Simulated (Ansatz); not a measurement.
# C4H13FN2Si: the cost of one run

All numbers below are computed with Ansatz 0.2.0 (RKS PBE0/STO-3G).

### 1 Starting point

Bond lengths (14 of 20 bonds, heavy atoms first): Si1–F2 1.590 Å, Si1–N3 1.820 Å, N3–C4 1.470 Å, N3–C8 1.470 Å, Si1–N13 1.819 Å, N13–C14 1.470 Å, N13–C18 1.470 Å, C4–H5 1.110 Å, C4–H6 1.110 Å, C4–H7 1.110 Å, C8–H9 1.110 Å, C8–H10 1.110 Å, C8–H11 1.110 Å, Si1–H12 1.459 Å. Angles (14 of 36 angles, heavy atoms first): F2–Si1–N3 109.5°, F2–Si1–N13 109.5°, N3–Si1–N13 109.5°, Si1–N3–C4 120.0°, Si1–N3–C8 120.0°, C4–N3–C8 120.0°, Si1–N13–C14 120.0°, Si1–N13–C18 120.0°, C14–N13–C18 120.0°, F2–Si1–H12 109.5°, N3–Si1–H12 109.5°, H12–Si1–N13 109.5°, N3–C4–H5 109.5°, N3–C4–H6 109.5°.

Coordinates:

```xyz
21

Si    0.0000    0.0000    0.0000
F     0.0000    0.0000    1.5900
N     1.7163    0.0000   -0.6061
C     2.4072   -1.2730   -0.8567
H     1.7433   -1.9470   -1.4373
H     3.3364   -1.0830   -1.4334
H     2.6645   -1.7518    0.1112
C     2.4114    1.2730   -0.8449
H     3.0382    1.1875   -1.7570
H     1.6647    2.0824   -0.9844
H     3.0569    1.5118    0.0259
H    -0.6877    1.1914   -0.4862
N    -0.8572   -1.4851   -0.6061
C    -1.5991   -2.3398    0.3320
H    -1.2218   -2.1735    1.3626
H    -2.6791   -2.0872    0.2887
H    -1.4574   -3.4051    0.0541
C    -0.8082   -1.8308   -2.0340
H    -1.6103   -1.2865   -2.5747
H     0.1794   -1.5432   -2.4511
H    -0.9565   -2.9241   -2.1559
```

### 2 Preparing the start

input.yaml reads:

```yaml
crystal:
  periodic: [false, false, false]
  atoms:
    - { symbol: Si, position_ang: [0.0, 0.0, 0.0] }
    - { symbol: F, position_ang: [0.0, 0.0, 1.59] }
    - { symbol: "N", position_ang: [1.7163, 0.0, -0.6061] }
    - { symbol: C, position_ang: [2.4072, -1.273, -0.8567] }
    - { symbol: H, position_ang: [1.7433, -1.947, -1.4373] }
    - { symbol: H, position_ang: [3.3364, -1.083, -1.4334] }
    - { symbol: H, position_ang: [2.6645, -1.7518, 0.1112] }
    - { symbol: C, position_ang: [2.4114, 1.273, -0.8449] }
    - { symbol: H, position_ang: [3.0382, 1.1875, -1.757] }
    - { symbol: H, position_ang: [1.6647, 2.0824, -0.9844] }
    - { symbol: H, position_ang: [3.0569, 1.5118, 0.0259] }
    - { symbol: H, position_ang: [-0.6877, 1.1914, -0.4862] }
    - { symbol: "N", position_ang: [-0.8572, -1.4851, -0.6061] }
    - { symbol: C, position_ang: [-1.5991, -2.3398, 0.332] }
    - { symbol: H, position_ang: [-1.2218, -2.1735, 1.3626] }
    - { symbol: H, position_ang: [-2.6791, -2.0872, 0.2887] }
    - { symbol: H, position_ang: [-1.4574, -3.4051, 0.0541] }
    - { symbol: C, position_ang: [-0.8082, -1.8308, -2.034] }
    - { symbol: H, position_ang: [-1.6103, -1.2865, -2.5747] }
    - { symbol: H, position_ang: [0.1794, -1.5432, -2.4511] }
    - { symbol: H, position_ang: [-0.9565, -2.9241, -2.1559] }
basis:
  gaussian: { orbitals: STO-3G }
hamiltonian:
  xc: pbe0
relax:
  f_tol: 0.02
  max_steps: 40
```

Started as:

```console
> ansatz run input.yaml --threads 1 --pin off --max-ram 2048MiB --backend cpu --events-out ev --progress --plain --runs-dir out
```

Q: Estimate wall time and peak memory on 1 thread of Intel Xeon 6975P-C (Granite Rapids), shared host.

About 46 s, with a peak of 0.19 GiB.
